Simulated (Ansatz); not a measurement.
**BNH₄ + AsH₃: a complex and its separated parts**

Aim: how far the complex at one end of a reaction step lies below its separated, relaxed parts, level by level.

The runs use Ansatz 0.2.0, Gaussian basis; PBE0-D4/def2-TZVP structures, single points in def2-TZVPP, no counterpoise correction.

Levels: SPW92, PBE-D4, BLYP-D4, r2SCAN-D4, B97M-V, PBE0-D4, B3LYP-D4, r2SCAN0-D4, BHLYP-D4, CAM-B3LYP-D4, wB97X-V, wB97M-V, B2PLYP, PBE-QIDH, RPA on PBE, Hartree-Fock, MP2, CCSD, CCSD(T).

Cores are frozen in the correlated methods. Filled d shells of the heavier atoms are correlated. B3LYP uses VWN-RPA correlation. B2PLYP carries no dispersion term here.

94 further runs of the same task are left out: 94 set aside as unsound or not needed.

**1. Where the work starts**

The complex: 10 atoms, charge 0, spin multiplicity 1.

Atoms are counted from 1 here; the program's logs count them from 0.

Bond lengths: B1–N2 1.387 Å, B1–H3 1.197 Å, B1–H4 1.197 Å, N2–H7 1.006 Å, N2–H8 1.006 Å, H5–As6 1.521 Å, As6–H9 1.521 Å, As6–H10 1.525 Å. Angles: N2–B1–H3 119.0°, N2–B1–H4 119.0°, H3–B1–H4 122.1°, B1–N2–H7 123.2°, B1–N2–H8 123.2°, H7–N2–H8 113.5°, H5–As6–H9 92.2°, H5–As6–H10 92.2°, H9–As6–H10 92.1°.

As a file:

```
B     0.38409    0.83204   -1.43324
N    -0.47881    1.43811   -0.53177
H     1.55882    1.04003   -1.34041
H    -0.07046    0.12412   -2.28423
H     0.56859   -0.64494    2.01143
As    0.40546   -1.72578    0.95364
H    -1.47704    1.31628   -0.55661
H    -0.16736    2.05194    0.20179
H    -1.11035   -1.60071    0.97596
H     0.38706   -2.83120    2.00335
```

Its parts: BNH₄ holds atoms 1, 2, 3, 4, 7, 8; AsH₃ holds atoms 5, 6, 9, 10. Each part counts its atoms afresh in its own runs.

**2. Relaxing BNH₄ alone**

relax-a/in.yaml reads:

```yaml
crystal:
  periodic: [false, false, false]
  atoms:
    - {symbol: B, position_ang: [0.384092, 0.832036, -1.433242]}
    - {symbol: N, position_ang: [-0.478815, 1.438107, -0.531775]}
    - {symbol: H, position_ang: [1.558823, 1.040032, -1.340413]}
    - {symbol: H, position_ang: [-0.070455, 0.124124, -2.284229]}
    - {symbol: H, position_ang: [-1.477042, 1.316283, -0.556609]}
    - {symbol: H, position_ang: [-0.167361, 2.051944, 0.201788]}
basis:
  gaussian: {orbitals: def2-TZVP}
hamiltonian: {xc: pbe0, dispersion: d4}
relax: {f_tol: 0.005, max_steps: 200}
```

Command:

```sh
> ansatz run in.yaml --threads 4 --pin off --events-out ev --progress --plain --max-ram 9574MiB
```

Further steps of the session: Relaxing AsH₃ alone; SPW92/def2-TZVPP; PBE-D4/def2-TZVPP; BLYP-D4/def2-TZVPP; r2SCAN-D4/def2-TZVPP; B97M-V/def2-TZVPP; PBE0-D4/def2-TZVPP; B3LYP-D4/def2-TZVPP; r2SCAN0-D4/def2-TZVPP; BHLYP-D4/def2-TZVPP; CAM-B3LYP-D4/def2-TZVPP; wB97X-V/def2-TZVPP; wB97M-V/def2-TZVPP; B2PLYP/def2-TZVPP; PBE-QIDH/def2-TZVPP; RPA on PBE/def2-TZVPP; CCSD(T)/def2-TZVPP; MP2/def2-QZVPP; Vibrations of BNH₄; Vibrations of AsH₃.

What does the calculation give? Wanted: complex less parts, CCSD(T)/def2-TZVPP; with zero-point energy; largest T1 diagnostic.

As calculated:

| quantity | value |
| --- | --- |
| complex less parts, CCSD(T)/def2-TZVPP | -5.3 kJ/mol |
| with zero-point energy | -2.4 kJ/mol |
| largest T1 diagnostic | 0.012 |

In words: At CCSD(T) the complex lies 5.3 kJ/mol below its parts. Among the functionals wB97X-V lands nearest to CCSD(T) (-0.3 kJ/mol) and SPW92 farthest (-5.1 kJ/mol). CAM-B3LYP-D4 is as near within the digits shown. By rung, the mean size of the error is: LDA 5.1, GGA 1.9, meta-GGA 0.7, hybrid 1.2, range-separated hybrid 0.5, double hybrid 3.1 kJ/mol. PBE-D4 gives a relative energy 2.3 kJ/mol too low, an error of 43 % of the reference. No counterpoise was applied, and triple zeta lacks some correlation, so the CCSD(T) reference has a basis error of its own, and close matches with it are partly luck.
